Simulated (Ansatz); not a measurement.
**BrGeH5OSi: shift of H6 from Ge2 to O1**

How high is the barrier for the shift of H6 from Ge2 to O1? Relax the two ends, then run a nudged elastic band between them. SMILES of the start: [OH][GeH]([SiH3])[Br].

Method: RKS PBE0/def2-SVP, in Ansatz 0.2.0.

## (1) Starting point

Bond lengths: O1–Ge2 1.794 Å, Ge2–Si3 2.288 Å, Ge2–Br4 2.251 Å, O1–H5 1.055 Å, Ge2–H6 1.565 Å, Si3–H7 1.529 Å, Si3–H8 1.457 Å, Si3–H9 1.501 Å. Angles: O1–Ge2–Si3 107.5°, O1–Ge2–Br4 110.3°, O1–Ge2–H6 110.1°, Si3–Ge2–Br4 108.7°, Si3–Ge2–H6 110.0°, Br4–Ge2–H6 110.2°, Ge2–O1–H5 102.1°, Ge2–Si3–H7 109.7°, Ge2–Si3–H8 111.0°, Ge2–Si3–H9 110.6°, H7–Si3–H8 106.3°, H7–Si3–H9 106.9°, H8–Si3–H9 112.1°.

As a file:

```xyz
9

O     0.3447    0.9289   -1.7908
Ge   -0.4992    0.6130   -0.2400
Si    0.6742   -1.0139    0.8614
Br   -2.5868   -0.1371   -0.6241
H    -0.2509    1.6888   -2.2170
H    -0.5435    1.9181    0.6230
H     2.1024   -0.5330    1.1203
H     0.7888   -2.2177    0.0482
H     0.0587   -1.2934    2.2018
```

## (2) Relaxing end A

The input, input.yaml:

```yaml
crystal:
  periodic: [false, false, false]
  atoms:
    - { symbol: O, position_ang: [0.3447, 0.9289, -1.7908] }
    - { symbol: Ge, position_ang: [-0.4992, 0.613, -0.24] }
    - { symbol: Si, position_ang: [0.6742, -1.0139, 0.8614] }
    - { symbol: Br, position_ang: [-2.5868, -0.1371, -0.6241] }
    - { symbol: H, position_ang: [-0.2509, 1.6888, -2.217] }
    - { symbol: H, position_ang: [-0.5435, 1.9181, 0.623] }
    - { symbol: H, position_ang: [2.1024, -0.533, 1.1203] }
    - { symbol: H, position_ang: [0.7888, -2.2177, 0.0482] }
    - { symbol: H, position_ang: [0.0587, -1.2934, 2.2018] }
basis:
  gaussian: { orbitals: def2-SVP }
hamiltonian:
  xc: pbe0
relax:
  f_tol: 0.02
  max_steps: 50
```

Run with:

```
> ansatz run input.yaml --threads 2 --pin off --max-ram 3072MiB --backend cpu --events-out ev --progress --plain --runs-dir out
```

Log, shortened:

```text
Warning: RAYON_NUM_THREADS=2 ignored (pool sized by the plan → 2); use --threads N
[...]
Functional definition: PBE0
[...]
1247 factors; integrals over basis functions are off by at most 3.8e-4 eV
[...]
mean field -136531.57895534 eV, -5017.4429821808 hartree, gradient 2.2e-5 eV, S^2 0.000000; 0 other end points of the search recorded, 0 dependent functions left out
[...]
reference -136531.57898366 eV, -5017.4429832215 hartree; 47, 47 occupied and 74, 74 virtual orbitals, 1247 factors
relax step   1: F+E_penalty+E_count = -136531.57895534 eV  Δ(F+E_penalty+E_count) = +0.000e0 eV  max|allowed force component| = 2.623e0 eV/Å  Δτ_max = 0.0000 Å  (26 SCF iters, accepted)
[...]
Atom 1 at    -0.483212     0.680872    -0.187418 Å, force    -0.001629     0.008660    -0.009594 eV/Å
Atom 2 at     0.754760    -1.040679     0.891915 Å, force     0.001450     0.000472    -0.001373 eV/Å
Atom 3 at    -2.635762    -0.129102    -0.571456 Å, force    -0.000236    -0.002028     0.001153 eV/Å
Atom 4 at    -0.150310     1.623108    -2.294684 Å, force     0.000455    -0.003082     0.005044 eV/Å
Atom 5 at    -0.694066     2.017258     0.555162 Å, force     0.000976    -0.002362     0.001266 eV/Å
Atom 6 at     2.150849    -0.578451     1.150077 Å, force    -0.000510    -0.001764     0.000635 eV/Å
Atom 7 at     0.757825    -2.238194     0.004620 Å, force    -0.000029     0.001025     0.000067 eV/Å
Atom 8 at     0.078994    -1.354164     2.184830 Å, force    -0.000069     0.000602     0.000011 eV/Å
Dipole moment:     0.203975     0.217324     0.134838 e Å
```

Run time: 30 s. Hardware: 2 threads of Intel Xeon Platinum 8488C (Sapphire Rapids), shared host; peak memory 0.36 GiB.

Step by step:

```tsv
step	energy from step 1 (eV)	largest force component (eV/Å)
1	0.0000	2.6233
2	-0.3078	0.8961
3	-0.3355	0.8407
4x	-0.3234	0.6021
5	-0.3691	0.3601
6	-0.3751	0.1023
7	-0.3761	0.0567
8x	-0.3748	0.0837
9	-0.3765	0.0096
```

Step 1 is the start. 2 steps were tried and not accepted (4, 8; marked x where the table lists them).

After: Bond lengths: O1–Ge2 1.776 Å, Ge2–Si3 2.379 Å, Ge2–Br4 2.332 Å, O1–H5 0.964 Å, Ge2–H6 1.543 Å, Si3–H7 1.493 Å, Si3–H8 1.490 Å, Si3–H9 1.492 Å. Angles: O1–Ge2–Si3 106.6°, O1–Ge2–Br4 108.9°, O1–Ge2–H6 110.0°, Si3–Ge2–Br4 107.7°, Si3–Ge2–H6 118.6°, Br4–Ge2–H6 104.7°, Ge2–O1–H5 113.3°, Ge2–Si3–H7 109.9°, Ge2–Si3–H8 108.2°, Ge2–Si3–H9 108.0°, H7–Si3–H8 110.5°, H7–Si3–H9 109.8°, H8–Si3–H9 110.4°.

## (3) End point B

The second end starts from a geometry with the move made by hand.

input.yaml, as its differences from that of step 2:

```diff
@@ -8,3 +8,3 @@
     - { symbol: H, position_ang: [-0.2509, 1.6888, -2.217] }
-    - { symbol: H, position_ang: [-0.5435, 1.9181, 0.623] }
+    - { symbol: H, position_ang: [1.26474, 0.577, -1.69181] }
     - { symbol: H, position_ang: [2.1024, -0.533, 1.1203] }
@@ -19 +19,3 @@
   max_steps: 50
+output:
+  orbitals: {}
```

Run with:

```
> ansatz run input.yaml --threads 2 --pin off --max-ram 3072MiB --backend cpu --events-out ev --progress --plain --runs-dir out
```

Log, shortened:

```text
Warning: RAYON_NUM_THREADS=2 ignored (pool sized by the plan → 2); use --threads N
[...]
[... 1 set-up line as earlier in the session ...]
[...]
1250 factors; integrals over basis functions are off by at most 2.9e-4 eV
[...]
mean field -136528.45597478 eV, -5017.3282147618 hartree, gradient 2.9e-5 eV, S^2 0.000000; 0 other end points of the search recorded, 0 dependent functions left out
[...]
relax step  13: F+E_penalty+E_count = -136531.15124468 eV  Δ(F+E_penalty+E_count) = -2.781e-2 eV  max|allowed force component| = 1.246e-1 eV/Å  Δτ_max = 0.1998 Å  (28 SCF iters, accepted)
[...]
relax step  14: F+E_penalty+E_count = -136531.17794132 eV  Δ(F+E_penalty+E_count) = -2.670e-2 eV  max|allowed force component| = 1.638e-1 eV/Å  Δτ_max = 0.1999 Å  (28 SCF iters, accepted)
[...]
relax step  15: F+E_penalty+E_count = -136531.16251086 eV  Δ(F+E_penalty+E_count) = +1.543e-2 eV  max|allowed force component| = 1.486e0 eV/Å  Δτ_max = 0.1962 Å  (29 SCF iters, rejected (line search))
[...]
```

## (4) More of the same log: end point B relaxed

The log, continued, shortened:

```text
1250 factors; integrals over basis functions are off by at most 4.6e-4 eV
mean field -136531.19624494 eV, -5017.4289178329 hartree, gradient 6.8e-5 eV, S^2 0.000000; 0 other end points of the search recorded, 0 dependent functions left out
[...]
reference -136531.19627298 eV, -5017.4289188633 hartree; 47, 47 occupied and 74, 74 virtual orbitals, 1250 factors
[...]
Atom 5 at     0.489125     1.681213    -2.258880 Å, force    -0.002525    -0.000291     0.002551 eV/Å
Atom 6 at     2.079281    -0.892454     1.422537 Å, force     0.001653    -0.000744     0.001004 eV/Å
Atom 7 at     0.676112    -1.964422    -0.236968 Å, force    -0.000053    -0.001367    -0.001878 eV/Å
Atom 8 at    -0.153928    -1.606982     2.019506 Å, force    -0.000442    -0.002548     0.000831 eV/Å
Dipole moment:     0.372081     0.356483    -0.566212 e Å
```

It took 76 s on 2 threads of Intel Xeon Platinum 8488C (Sapphire Rapids), shared host; peak memory 0.35 GiB.

Step by step:

```tsv
step	energy from step 1 (eV)	largest force component (eV/Å)
1	0.0000	5.3782
2	-1.4598	3.1834
3	-2.3228	1.0685
4	-2.6044	0.6647
5	-2.6342	0.4010
6	-2.6455	0.1559
7	-2.6509	0.1416
8	-2.6520	0.2127
9x	-2.6343	1.0441
10	-2.6606	0.0291
11	-2.6633	0.4605
12	-2.6675	0.3797
13	-2.6953	0.1246
14	-2.7220	0.1638
15x	-2.7065	1.4860
16	-2.7403	0.2536
17	-2.7575	0.3742
18	-2.7787	0.4723
19	-2.7816	0.2832
20	-2.8072	0.0965
21	-2.8122	0.2001
22	-2.8152	0.3686
23	-2.8204	0.0493
24	-2.8211	0.0253
25	-2.8212	0.0087
```

Step 1 is the start. 2 steps were tried and not accepted (9, 15; marked x where the table lists them).

After: Bond lengths: O1–Ge2 2.229 Å, Ge2–Si3 2.473 Å, Ge2–Br4 2.436 Å, O1–H5 0.974 Å, O1–H6 0.968 Å, Si3–H7 1.501 Å, Si3–H8 1.500 Å, Si3–H9 1.498 Å. Angles: O1–Ge2–Si3 87.4°, O1–Ge2–Br4 85.6°, Si3–Ge2–Br4 91.4°, Ge2–O1–H5 100.6°, Ge2–O1–H6 109.3°, H5–O1–H6 105.1°, Ge2–Si3–H7 112.3°, Ge2–Si3–H8 111.6°, Ge2–Si3–H9 109.2°, H7–Si3–H8 107.7°, H7–Si3–H9 107.6°, H8–Si3–H9 108.3°.

## (5) The band

crystal.atoms is end A as relaxed above, and neb.final_atoms is end B, turned to lie on A. With 7 inner images the band has 9 in all. The start path is listed, through a guess of the saddle.

The input, input.yaml:

```yaml
crystal:
  periodic: [false, false, false]
  atoms:
    - { symbol: O, position_ang: [0.309321, 0.973052, -1.750246] }
    - { symbol: Ge, position_ang: [-0.483212, 0.680872, -0.187418] }
    - { symbol: Si, position_ang: [0.75476, -1.040679, 0.891915] }
    - { symbol: Br, position_ang: [-2.635762, -0.129102, -0.571456] }
    - { symbol: H, position_ang: [-0.15031, 1.623108, -2.294684] }
    - { symbol: H, position_ang: [-0.694066, 2.017258, 0.555162] }
    - { symbol: H, position_ang: [2.150849, -0.578451, 1.150077] }
    - { symbol: H, position_ang: [0.757825, -2.238194, 0.00462] }
    - { symbol: H, position_ang: [0.078994, -1.354164, 2.18483] }
basis:
  gaussian: { orbitals: def2-SVP }
hamiltonian:
  xc: pbe0
neb:
  order_check: false
  images: 7
  f_tol: 0.03
  max_iterations: 51
  final_atoms:
    - { symbol: O, position_ang: [0.13230558, 1.4509986, -1.13093246] }
    - { symbol: Ge, position_ang: [-0.74296043, 0.99800145, 0.8687965] }
    - { symbol: Si, position_ang: [0.69529103, -1.01311131, 0.91806118] }
    - { symbol: Br, position_ang: [-2.4707077, -0.19395245, -0.36725908] }
    - { symbol: H, position_ang: [-0.31565012, 0.78222497, -1.67855282] }
    - { symbol: H, position_ang: [-0.20708551, 2.30154066, -1.44319642] }
    - { symbol: H, position_ang: [2.06505825, -0.71988223, 1.45741654] }
    - { symbol: H, position_ang: [0.86149348, -1.60789259, -0.44910514] }
    - { symbol: H, position_ang: [0.0706544, -2.0442271, 1.80757171] }
  initial_path:
    images:
      - { positions_ang: [[0.309321, 0.973052, -1.750246], [-0.483212, 0.680872, -0.187418], [0.75476, -1.040679, 0.891915], [-2.635762, -0.129102, -0.571456], [-0.15031, 1.623108, -2.294684], [-0.694066, 2.017258, 0.555162], [2.150849, -0.578451, 1.150077], [0.757825, -2.238194, 0.00462], [0.078994, -1.354164, 2.18483]] }
      - { positions_ang: [[0.27943542, 1.01876171, -1.70048849], [-0.52985433, 0.66731173, -0.15772775], [0.71922575, -1.02644241, 0.90163714], [-2.6435361, -0.16356441, -0.5783859], [-0.22755133, 1.69128712, -2.20403415], [-0.45707309, 1.87823813, 0.33634097], [2.1086292, -0.53485247, 1.18432133], [0.78396689, -2.2020355, 0.00847912], [0.05515658, -1.37500389, 2.19265774]] }
      - { positions_ang: [[0.24954985, 1.06447142, -1.65073099], [-0.57649667, 0.65375146, -0.1280375], [0.6836915, -1.01220583, 0.91135927], [-2.6513102, -0.19802682, -0.58531579], [-0.30479266, 1.75946624, -2.1133843], [-0.22008018, 1.73921826, 0.11751993], [2.0664094, -0.49125395, 1.21856565], [0.81010879, -2.16587701, 0.01233823], [0.03131917, -1.39584378, 2.20048549]] }
      - { positions_ang: [[0.21966427, 1.11018113, -1.60097348], [-0.623139, 0.6401912, -0.09834724], [0.64815725, -0.99796924, 0.92108141], [-2.6590843, -0.23248922, -0.59224569], [-0.38203399, 1.82764536, -2.02273446], [0.01691273, 1.60019839, -0.1013011], [2.02418961, -0.44765542, 1.25280998], [0.83625068, -2.12971851, 0.01619735], [0.00748175, -1.41668367, 2.20831323]] }
      - { positions_ang: [[0.1897787, 1.15589084, -1.55121598], [-0.66978134, 0.62663093, -0.06865699], [0.612623, -0.98373265, 0.93080355], [-2.6668584, -0.26695163, -0.59917559], [-0.45927532, 1.89582447, -1.93208461], [0.25390564, 1.46117852, -0.32012213], [1.98196981, -0.4040569, 1.2870543], [0.86239258, -2.09356001, 0.02005647], [-0.01635567, -1.43752356, 2.21614098]] }
      - { positions_ang: [[0.17541042, 1.22966778, -1.4461451], [-0.68807611, 0.71947356, 0.16570638], [0.63329001, -0.99107732, 0.92761796], [-2.61782073, -0.24870184, -0.54119646], [-0.42336902, 1.6174246, -1.86870166], [0.13865785, 1.67126905, -0.6008907], [2.00274192, -0.48301323, 1.32964486], [0.8621678, -1.97214316, -0.09723393], [0.00539685, -1.58919945, 2.11399866]] }
      - { positions_ang: [[0.16104214, 1.30344472, -1.34107422], [-0.70637088, 0.81231619, 0.40006975], [0.65395702, -0.99842198, 0.92443236], [-2.56878305, -0.23045204, -0.48321734], [-0.38746272, 1.33902472, -1.80531872], [0.02341006, 1.88135959, -0.88165927], [2.02351403, -0.56196956, 1.37223542], [0.86194303, -1.8507263, -0.21452434], [0.02714937, -1.74087533, 2.01185634]] }
      - { positions_ang: [[0.14667386, 1.37722166, -1.23600334], [-0.72466565, 0.90515882, 0.63443313], [0.67462403, -1.00576664, 0.92124677], [-2.51974538, -0.21220225, -0.42523821], [-0.35155642, 1.06062485, -1.74193577], [-0.09183772, 2.09145012, -1.16242785], [2.04428614, -0.6409259, 1.41482598], [0.86171825, -1.72930944, -0.33181474], [0.04890189, -1.89255122, 1.90971403]] }
      - { positions_ang: [[0.13230558, 1.4509986, -1.13093246], [-0.74296043, 0.99800145, 0.8687965], [0.69529103, -1.01311131, 0.91806118], [-2.4707077, -0.19395245, -0.36725908], [-0.31565012, 0.78222497, -1.67855282], [-0.20708551, 2.30154066, -1.44319642], [2.06505825, -0.71988223, 1.45741654], [0.86149348, -1.60789259, -0.44910514], [0.0706544, -2.0442271, 1.80757171]] }
```

Run with:

```
> ansatz run input.yaml --threads 2 --pin off --max-ram 3072MiB --backend cpu --events-out ev --progress --plain --runs-dir out
```

Log, shortened:

```text
Warning: RAYON_NUM_THREADS=2 ignored (pool sized by the plan → 2); use --threads N
[...]
[... 1 set-up line as earlier in the session ...]
[...]
1250 factors; integrals over basis functions are off by at most 2.2e-4 eV
[...]
mean field -136531.95548794 eV, -5017.4568194986 hartree, gradient 4.6e-6 eV, S^2 0.000000; 0 other end points of the search recorded, 0 dependent functions left out
[...]
Atom 5 at    -0.226046     2.205691    -0.538337 Å, force    -0.000180     0.004427     0.002011 eV/Å
Atom 6 at     2.026786    -0.636435     1.501869 Å, force     0.000184     0.004523    -0.003758 eV/Å
Atom 7 at     0.842789    -2.038089    -0.121585 Å, force    -0.003207    -0.000503     0.000344 eV/Å
Atom 8 at    -0.070992    -1.715101     2.133938 Å, force    -0.001360     0.001894     0.001678 eV/Å
Dipole moment:     0.145523     0.067361     0.041824 e Å
this run last wrote the band of iteration 13 to <dir>
```

Wall time 4.5 min (2 threads of Intel Xeon Platinum 8488C (Sapphire Rapids), shared host); peak memory 0.36 GiB.

## (6) Images and barrier

The 7 inner images lie between the fixed ends 0 and 8. Energy is taken from image 0, and the path length is the program's own coordinate along the band.

```tsv
image	path (Å)	energy (eV)	H6–Ge2 (Å)	H6–O1 (Å)	band force (eV/Å)
0	0.000	0.0000	1.54	2.72	-
1	0.498	0.0071	1.54	2.72	0.006
2	0.996	0.2015	1.54	2.49	0.019
3	1.494	1.2321	1.53	1.98	0.015
4*	1.992	2.3830	1.62	1.43	0.008
5	2.499	1.1864	2.03	1.00	0.013
6	3.006	0.7794	2.51	0.97	0.011
7	3.513	0.6903	2.70	0.97	0.006
8	4.020	0.6783	2.71	0.97	-
```

The star marks the climbing image.

image, energy (eV) and a bar:
```
        0      0.000 
        1      0.007 
        2      0.202 ###
        3      1.232 ################
        4      2.383 ##############################
        5      1.186 ###############
        6      0.779 ##########
        7      0.690 #########
        8      0.678 #########
```

How the highest energy settled:

```tsv
iteration	highest image above image 0 (eV)	largest band force (eV/Å)
1	7.1228	28.971
2	3.3539	4.811
3	2.6917	2.203
4	2.4188	0.969
5	2.2884	0.981
6	2.2412	1.386
7	2.4424	0.591
8	2.4063	0.319
9	2.3887	0.205
10	2.3852	0.105
11	2.3835	0.076
12	2.3831	0.048
13	2.3830	0.019
```

The band as a trajectory file:

```xyz
9
image=0 dE=0.0000
O     0.309    0.973   -1.750
Ge   -0.483    0.681   -0.187
Si    0.755   -1.041    0.892
Br   -2.636   -0.129   -0.571
H    -0.150    1.623   -2.295
H    -0.694    2.017    0.555
H     2.151   -0.578    1.150
H     0.758   -2.238    0.005
H     0.079   -1.354    2.185
9
image=1 dE=0.0071
O     0.269    0.894   -1.784
Ge   -0.455    0.716   -0.171
Si    0.758   -1.031    0.900
Br   -2.646   -0.043   -0.419
H    -0.225    1.497   -2.352
H    -0.587    2.103    0.492
H     2.093   -0.549    1.363
H     0.919   -2.115   -0.110
H    -0.037   -1.518    2.064
9
image=2 dE=0.2015
O     0.318    0.929   -1.714
Ge   -0.427    0.789   -0.105
Si    0.729   -1.028    0.957
Br   -2.578   -0.092   -0.387
H    -0.321    1.356   -2.296
H    -0.522    2.293    0.190
H     2.080   -0.635    1.452
H     0.857   -1.993   -0.175
H    -0.048   -1.665    2.062
9
image=3 dE=1.2321
O     0.335    1.102   -1.598
Ge   -0.476    0.811    0.016
Si    0.702   -1.063    0.996
Br   -2.578   -0.135   -0.425
H    -0.362    1.300   -2.233
H    -0.369    2.320   -0.199
H     2.054   -0.650    1.468
H     0.831   -2.015   -0.152
H    -0.049   -1.716    2.109
9
image=4 dE=2.3830
O     0.314    1.308   -1.513
Ge   -0.566    0.816    0.217
Si    0.687   -1.082    1.015
Br   -2.576   -0.174   -0.485
H    -0.343    1.269   -2.226
H    -0.226    2.206   -0.538
H     2.027   -0.636    1.502
H     0.843   -2.038   -0.122
H    -0.071   -1.715    2.134
9
image=5 dE=1.1864
O     0.250    1.454   -1.416
Ge   -0.673    0.812    0.481
Si    0.694   -1.115    0.987
Br   -2.571   -0.230   -0.504
H    -0.369    1.306   -2.152
H    -0.116    2.211   -0.875
H     2.034   -0.651    1.477
H     0.867   -2.070   -0.144
H    -0.028   -1.763    2.128
9
image=6 dE=0.7794
O     0.168    1.478   -1.285
Ge   -0.750    0.853    0.663
Si    0.684   -1.119    0.966
Br   -2.512   -0.267   -0.541
H    -0.418    1.189   -2.004
H    -0.025    2.417   -1.163
H     2.046   -0.686    1.429
H     0.850   -2.057   -0.188
H     0.047   -1.856    2.107
9
image=7 dE=0.6903
O     0.140    1.474   -1.168
Ge   -0.780    0.924    0.791
Si    0.684   -1.062    0.945
Br   -2.451   -0.244   -0.536
H    -0.413    0.954   -1.780
H    -0.072    2.400   -1.352
H     2.065   -0.683    1.396
H     0.810   -1.856   -0.319
H     0.105   -1.953    2.005
9
image=8 dE=0.6783
O     0.132    1.451   -1.131
Ge   -0.743    0.998    0.869
Si    0.695   -1.013    0.918
Br   -2.471   -0.194   -0.367
H    -0.316    0.782   -1.679
H    -0.207    2.302   -1.443
H     2.065   -0.720    1.457
H     0.861   -1.608   -0.449
H     0.071   -2.044    1.808
```

## (7) Frequencies at the highest image

The geometry is the highest inner image of the first converged band.

The input, input.yaml:

```yaml
crystal:
  periodic: [false, false, false]
  atoms:
    - { symbol: O, position_ang: [0.314073, 1.308428, -1.513328] }
    - { symbol: Ge, position_ang: [-0.565586, 0.816125, 0.217085] }
    - { symbol: Si, position_ang: [0.686864, -1.081889, 1.014535] }
    - { symbol: Br, position_ang: [-2.57642, -0.173835, -0.485198] }
    - { symbol: H, position_ang: [-0.343069, 1.268806, -2.226179] }
    - { symbol: H, position_ang: [-0.226046, 2.205691, -0.538337] }
    - { symbol: H, position_ang: [2.026786, -0.636435, 1.501869] }
    - { symbol: H, position_ang: [0.842789, -2.038089, -0.121585] }
    - { symbol: H, position_ang: [-0.070992, -1.715101, 2.133938] }
basis:
  gaussian: { orbitals: def2-SVP }
hamiltonian:
  xc: pbe0
phonons: {}
```

Run with:

```
> ansatz run input.yaml --threads 2 --pin off --max-ram 3072MiB --backend cpu --events-out ev --progress --plain --runs-dir out
```

Log, shortened:

```text
Warning: RAYON_NUM_THREADS=2 ignored (pool sized by the plan → 2); use --threads N
[...]
[... 1 set-up line as earlier in the session ...]
[...]
1254 factors; integrals over basis functions are off by at most 2.5e-4 eV
[...]
mean field -136529.57252477 eV, -5017.3692472174 hartree, gradient 4.9e-6 eV, S^2 0.000000; 0 other end points of the search recorded, 0 dependent functions left out
[...]
reference -136529.57255207 eV, -5017.3692482204 hartree; 47, 47 occupied and 74, 74 virtual orbitals, 1254 factors
[...]
WARN: phonons: modes at or below zero, which the zero-point energy, F, S and C_V leave out: 1, the lowest at -1401.09 cm⁻¹. A minimum has none, and a first-order saddle one
[...]
Atom 5 at    -0.226046     2.205691    -0.538337 Å, force    -0.000188     0.004442     0.001983 eV/Å
Atom 6 at     2.026786    -0.636435     1.501869 Å, force     0.000184     0.004521    -0.003765 eV/Å
Atom 7 at     0.842789    -2.038089    -0.121585 Å, force    -0.003217    -0.000512     0.000346 eV/Å
Atom 8 at    -0.070992    -1.715101     2.133938 Å, force    -0.001353     0.001907     0.001674 eV/Å
Dipole moment:     0.145524     0.067361     0.041825 e Å
Vibrations: -1401.09 77.85 89.13 111.74 134.11 278.25 315.86 343.05 473.48 494.30 509.17 741.34 837.64 911.40 922.89 929.93 1906.53 2226.73 2245.86 2250.41 3810.66 cm⁻¹, zero-point energy 1.215686 eV
```

Run time: 1.9 min. Hardware: 2 threads of Intel Xeon Platinum 8488C (Sapphire Rapids), shared host; peak memory 0.36 GiB.

Of 21 modes, 1 is imaginary by more than 30 cm⁻¹ (1401i cm⁻¹).

[end of part 1 of 2]
